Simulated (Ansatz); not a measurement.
# PBE0/def2-SVPD (core potential) run of C2H3In (SMILES C#[C][InH2])

What is the vertical electron affinity of C2H3In at PBE0/def2-SVPD (core potential)? 

The calculation is run with Ansatz 0.2.0.

48 further runs of the same task are left out: 1 that didn't finish, 47 set aside as unsound or not needed.

### Step 1. The structure to begin with

C2H3In: 6 atoms, total charge 0, spin state singlet. SMILES: `C#[C][InH2]`. The shape is that of a PBE0-D4/def2-TZVP optimisation.

Bond lengths: C1–C2 1.210 Å, C2–In3 2.097 Å, C1–H4 1.067 Å, In3–H5 1.713 Å, In3–H6 1.713 Å. Angles: C1–C2–In3 180.0°, C2–C1–H4 180.0°, C2–In3–H5 117.0°, C2–In3–H6 117.0°, H5–In3–H6 126.0°.

### Step 2. The energy at PBE0/def2-SVPD (core potential)

Contents of job.yaml:

```yaml
crystal:
  periodic: [false, false, false]
  atoms:
    - {symbol: C, position_ang: [-0.186600, -1.928000, 0.015100]}
    - {symbol: C, position_ang: [-0.070400, -0.723400, 0.005900]}
    - {symbol: In, position_ang: [0.131900, 1.363900, -0.010600]}
    - {symbol: H, position_ang: [-0.289000, -2.989600, 0.023300]}
    - {symbol: H, position_ang: [0.673500, 2.081500, -1.468800]}
    - {symbol: H, position_ang: [-0.259400, 2.195500, 1.435000]}
basis:
  gaussian:
    orbitals: def2-SVPD
hamiltonian:
  xc: {name: PBE0}
accuracy: high
output: {orbitals: {seedname: orbitals}}
```

Run with:

```console
$ ansatz run job.yaml --threads 1 --pin off --max-ram 3480MiB --events-out events.jsonl --progress --plain --runs-dir runs
```

Output:

```text
Warning: RAYON_NUM_THREADS=1 ignored (pool sized by the plan → 1); use --threads N
Functional definition: PBE0
  name "PBE0"
  parameter a = 0.25
  parameter kappa = 0.804
  parameter beta = 0.06672455060314922
  exchange = (1 - a)*pbe_x(kappa = kappa, mu = beta*pi^2/3) + a*exact_x
  correlation = pbe_c(beta = beta)
2051 factors; integrals over basis functions are off by at most 3.2e-9 eV
mean field evaluation 1: about -7284.9370 eV, gradient 3.9e1 eV
mean field evaluation 2: about -7279.4816 eV, gradient 5.6e1 eV
mean field evaluation 4: about -7289.3267 eV, gradient 5.9e0 eV
mean field evaluation 8: about -7289.4960 eV, gradient 1.9e-1 eV
mean field evaluation 16: about -7289.4961 eV, gradient 3.1e-6 eV
mean field -7289.49608740 eV, -267.8840402142 hartree, gradient 4.1e-8 eV, S^2 0.000000; 0 other end points of the search recorded, 0 dependent functions left out
reference -7289.49609137 eV, -267.8840403600 hartree; 18, 18 occupied and 78, 78 virtual orbitals, 2051 factors
Total energy: -7289.49609137 eV, -267.8840403600 hartree
```

Wall time 7.8 s (1 thread of Arm Neoverse V2, shared host); peak memory 0.31 GiB.

### Step 3. The doublet anion, same level

Changes to job.yaml since step 2:

```diff
@@ -10,7 +10,7 @@
 basis:
-  gaussian:
-    orbitals: def2-SVPD
-hamiltonian:
-  xc: {name: PBE0}
+  gaussian: {orbitals: def2-SVPD}
+magnetization: {spin_polarized: true, initial_magnetization: 1}
+output: {orbitals: {seedname: orbitals}}
+hamiltonian: {xc: {name: PBE0}}
+total_charge: -1
 accuracy: high
-output: {orbitals: {seedname: orbitals}}
```

Run with:

```console
$ ansatz run job.yaml --threads 1 --pin off --max-ram 3480MiB --events-out events.jsonl --progress --plain --runs-dir runs
```

Output:

```text
Warning: RAYON_NUM_THREADS=1 ignored (pool sized by the plan → 1); use --threads N
Functional definition: PBE0
  name "PBE0"
  parameter a = 0.25
  parameter kappa = 0.804
  parameter beta = 0.06672455060314922
  exchange = (1 - a)*pbe_x(kappa = kappa, mu = beta*pi^2/3) + a*exact_x
  correlation = pbe_c(beta = beta)
2051 factors; integrals over basis functions are off by at most 3.2e-9 eV
mean field evaluation 1: about -7288.6314 eV, gradient 1.5e1 eV
mean field evaluation 2: about -7288.8387 eV, gradient 1.4e1 eV
mean field evaluation 4: about -7289.8292 eV, gradient 8.8e-1 eV
mean field evaluation 8: about -7289.9188 eV, gradient 1.6e-1 eV
mean field evaluation 16: about -7289.9191 eV, gradient 6.3e-4 eV
mean field -7289.91908527 eV, -267.8995850990 hartree, gradient 3.4e-8 eV, S^2 0.755910; 0 other end points of the search recorded, 0 dependent functions left out
reference -7289.91908848 eV, -267.8995852170 hartree; 19, 18 occupied and 77, 78 virtual orbitals, 2051 factors
Total energy: -7289.91908848 eV, -267.8995852170 hartree
```

Wall time 14 s (1 thread of Arm Neoverse V2, shared host); peak memory 0.43 GiB.

### Step 4. Outcome

Level: PBE0/def2-SVPD (core potential).

```
                                         quantity          value
                     singlet C2H3In: total energy  -267.88404 Eh
                      singlet C2H3In: HOMO energy       -7.80 eV
                      singlet C2H3In: LUMO energy       -2.01 eV
                    singlet C2H3In: HOMO–LUMO gap        5.79 eV
                      doublet anion: total energy  -267.89959 Eh
doublet anion: HOMO energy (highest over α and β)        1.21 eV
 doublet anion: LUMO energy (lowest over α and β)        3.48 eV
                              doublet anion: ⟨S²⟩          0.756
vertical electron affinity (to the doublet anion)       0.423 eV
```

In words: At fixed nuclei the extra electron is bound by 0.42 eV (40.8 kJ/mol). The HOMO (doublet anion) lies at positive energy, 1.21 eV; only total energies tell whether the electron is bound.

The anion's highest level is positive in at least one run, so there the basis alone may hold the extra electron.
